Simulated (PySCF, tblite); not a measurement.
# C₆H₁₁O₂ radical: geometry, infrared bands and EPR parameters

What infrared bands and EPR parameters should C₆H₁₁O₂ radical (`CCOC(=O)[C](C)C`) show?

Computed with tblite 0.8.0 and PySCF 2.14.0, with density-fitted response routines of our own, on a single molecule in the gas phase. Atoms count from 0, in the outputs and in this text.

### Step 1. The molecule as given

19 atoms, charge 0, multiplicity 2; geometry from: force field or distance geometry start.

Bonds of the start (Å): C0–C1 1.53, C1–O2 1.39, O2–C3 1.37, C3–O4 1.29, C3–C5 1.48, C5–C6 1.51, C5–C7 1.49, C0–H8 1.10, C0–H9 1.11, C0–H10 1.10, C1–H11 1.10, C1–H12 1.12, C6–H13 1.11, C6–H14 1.11, C6–H15 1.12, C7–H16 1.11, C7–H17 1.11, C7–H18 1.12.

### Step 2. Relaxing the molecule with GFN2-xTB

The job: settings as JSON, then the geometry in Å.

```
{"job": {"kind": "relax", "xc": "GFN2-xTB", "basis": "xTB"}, "charge": 0, "multiplicity": 2}
C      3.225300     0.231700    -0.734700
C      2.186500    -0.474000     0.144400
O      0.951800     0.055400    -0.192900
C     -0.271500    -0.274600     0.334100
O     -0.320400    -1.173500     1.263700
C     -1.492100     0.399700    -0.163000
C     -2.226300    -0.494500    -1.125900
C     -2.338400     1.030000     0.882000
H      2.706600     0.576700    -1.640400
H      3.541900     1.128400    -0.163900
H      4.055900    -0.430600    -1.022700
H      2.483100    -0.345400     1.196400
H      2.246800    -1.557400    -0.148800
H     -1.582200    -1.380300    -1.321000
H     -2.402900     0.017100    -2.093100
H     -3.160700    -0.872800    -0.640400
H     -2.330400     0.374700     1.781500
H     -1.892700     2.016000     1.134200
H     -3.390000     1.182600     0.518200
```

Command:

```bash
> OMP_NUM_THREADS=1 python probes_run.py task.json out
```

The driver reads the jobs from task.json and runs them one after another.

**Question.** This job is followed by: GFN2-xTB harmonic vibrations, gas phase; UKS B3LYP, pcH-1 on C H O, non-relativistic, mean-field spin-orbit, GIAO. Predict these results of the whole session: strongest single infrared mode (GFN2-xTB); zero-point energy (GFN2-xTB); g(iso) (B3LYP); ⟨S²⟩; largest a(iso) (averaged by class); potential on the surface of density 0.002 e/bohr³, 1st and 99th percentile.

**Answer**, as computed:

| quantity | value |
| --- | --- |
| strongest single infrared mode (GFN2-xTB) | 1114 cm⁻¹, 398 km/mol |
| zero-point energy (GFN2-xTB) | 98.7 kcal/mol |
| g(iso) (B3LYP) | 2.00362 |
| ⟨S²⟩ | 0.756 (exact 0.75) |
| largest a(iso) (averaged by class) | 13C on C5, 69.2 MHz |
| potential on the surface of density 0.002 e/bohr³, 1st and 99th percentile | -1.75 V and 0.80 V |

The optimisation took 192 steps and gained 1.506 eV; among the close pairs (by a distance rule), C3–O4 changed most, from 1.294 to 1.223 Å. The lowest mode is imaginary (46i cm⁻¹), so the xTB geometry is not a minimum: the zero-point energy counts the real modes alone, and all values at this geometry belong to a saddle point. The strongest single mode, at 1114 cm⁻¹, is spread over several atoms, O2, C3, C1 among them. GFN2-xTB is a fitted tight-binding method: band positions and strengths are rough. Its intensities can rank the bands wrongly. Most of the unpaired spin sits on C5 (0.81 e). The isotropic g lies 1.3 ppt above the free-electron value. These values are for one conformer; the search (at its own cheap level) found 2 more, at 0.38, 0.42 kcal/mol, and measured spectra average over such forms.
